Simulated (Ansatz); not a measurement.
# ZrC4: the cost of one run

Program: Ansatz 0.2.0. Level of theory: DFT PBE, scalar-relativistic, plane waves, PAW. These are calculated values, not measurements.

**1. The structure to begin with**

The structure is tetragonal, space group P4/mcc (No. 124). The conventional cell has a = 5.042 Å, b = 5.042 Å, c = 5.270 Å, α = 90.00°, β = 90.00°, γ = 90.00°. Zr (site symmetry 422) is surrounded by 8 C at 2.20 Å. C (site symmetry m) is surrounded by 2 Zr at 2.20 Å.

Structure file:

```cif
data_structure
_symmetry_space_group_name_H-M 'P 1'
_symmetry_Int_Tables_number 1
_cell_length_a 5.0424
_cell_length_b 5.0424
_cell_length_c 5.2700
_cell_angle_alpha 90.000
_cell_angle_beta 90.000
_cell_angle_gamma 90.000
_cell_volume 133.99
loop_
_atom_site_label
_atom_site_type_symbol
_atom_site_fract_x
_atom_site_fract_y
_atom_site_fract_z
_atom_site_occupancy
Zr1 Zr 0.00000 0.00000 0.25000 1
Zr2 Zr 0.00000 0.00000 0.75000 1
C1 C 0.32085 0.13785 0.00000 1
C2 C 0.67915 0.86215 0.00000 1
C3 C 0.13785 0.32085 0.50000 1
C4 C 0.67915 0.13785 0.50000 1
C5 C 0.32085 0.86215 0.50000 1
C6 C 0.86215 0.67915 0.50000 1
C7 C 0.86215 0.32085 0.00000 1
C8 C 0.13785 0.67915 0.00000 1
```

The cell is invented: species swapped into a database cell of TaTe4 (P4/mcc, No. 124), with Zr on the Ta sites and C on the Te sites. The dimensions are guesses.

**2. The guess as it stands, on a coarse mesh**

Input file input.yaml:

```yaml
crystal:
  lattice:
    - [5.04239213, 0.0, 0.0]
    - [0.0, 5.04239213, 0.0]
    - [0.0, 0.0, 5.27001227]
  atoms:
    - { symbol: Zr, position: [0.0, 0.0, 0.25] }
    - { symbol: Zr, position: [0.0, 0.0, 0.75] }
    - { symbol: C, position: [0.32084647, 0.13784829, 0.0] }
    - { symbol: C, position: [0.67915353, 0.86215171, 0.0] }
    - { symbol: C, position: [0.13784829, 0.32084647, 0.5] }
    - { symbol: C, position: [0.67915353, 0.13784829, 0.5] }
    - { symbol: C, position: [0.32084647, 0.86215171, 0.5] }
    - { symbol: C, position: [0.86215171, 0.67915353, 0.5] }
    - { symbol: C, position: [0.86215171, 0.32084647, 0.0] }
    - { symbol: C, position: [0.13784829, 0.67915353, 0.0] }
basis:
  ecutwfc: 420
kpoints:
  mp_grid: { grid: [4, 4, 4] }
hamiltonian:
  xc: pbe
scf:
  occupations: { method: gaussian, width: 0.1 }
  lower_state_search: "off"
output:
  forces: true
  stress: true
  eigenvalues: true
```

Started as:

```console
ansatz run input.yaml --threads 1 --pin off --max-ram 2560MiB --backend cpu --events-out ev --progress --plain --runs-dir out
```

**Question.** How long does this run take on 1 thread of Arm Neoverse V2, shared host, and how much memory does it need?

About 4.3 s, with a peak of 0.39 GiB.
